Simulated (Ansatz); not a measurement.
# GdAl: a single-point run

Wanted: a converged single-point run for GdAl, and a check of what comes out. The structure is shown as the input types it.

Program: Ansatz 0.2.0. Level of theory: DFT, r2SCAN, PAW with Ansatz's default frozen-core files, scalar-relativistic. These are calculated values, not measurements.

### Step 1. The system as given

Symmetry: Pm-3m, No. 221, cubic system. The conventional cell has a = 3.529 Å, b = 3.529 Å, c = 3.529 Å, α = 90.00°, β = 90.00°, γ = 90.00°. Gd (site symmetry m-3m) is surrounded by 8 Al at 3.06 Å. Al (site symmetry m-3m) has 8 Gd at 3.06 Å as nearest neighbours.

The input asks for a charge of -4 e on the cell.

As a file:

```xyz
2
Lattice="3.5285 0.0000 0.0000 0.0000 3.5285 0.0000 0.0000 0.0000 3.5285" Properties=species:S:1:pos:R:3 pbc="T T T"
Gd    0.0000    0.0000    0.0000
Al    1.7643    1.7643    1.7643
```

### Step 2. Running it

The input, input.yaml:

```yaml
crystal:
  lattice:
    - [3.5285173748, 0.0, 0.0]
    - [0.0, 3.5285173748, 0.0]
    - [0.0, 0.0, 3.5285173748]
  atoms:
    - { symbol: Gd, position: [0.0, 0.0, 0.0], spin: 7.0 }
    - { symbol: Al, position: [0.5, 0.5, 0.5] }
magnetization:
  spin_polarized: true
kpoints:
  mp_grid: { grid: [9, 9, 9] }
scf:
  occupations: { method: fermi_dirac, width: 0.05 }
  max_iter: 100
hamiltonian:
  xc: r2scan
  pseudopotentials: { kind: paw }
output:
  forces: true
  stress: true
  eigenvalues: true
  populations: true
total_charge: -4
```

On the command line:

```console
$ ansatz run input.yaml --threads 1 --pin off --max-ram 3072MiB --backend cpu --events-out ev --progress --plain --runs-dir out
```

Q: Will this input give a usable result? If not, why, and what should change?

This run ends as converged, with warnings (stability check not made). It gives a pressure of -69 GPa, which is large.

Look at the input: total_charge is -4. With this charge the calculation describes a differently charged system.

Run again and compare: delete total_charge (the default then holds).
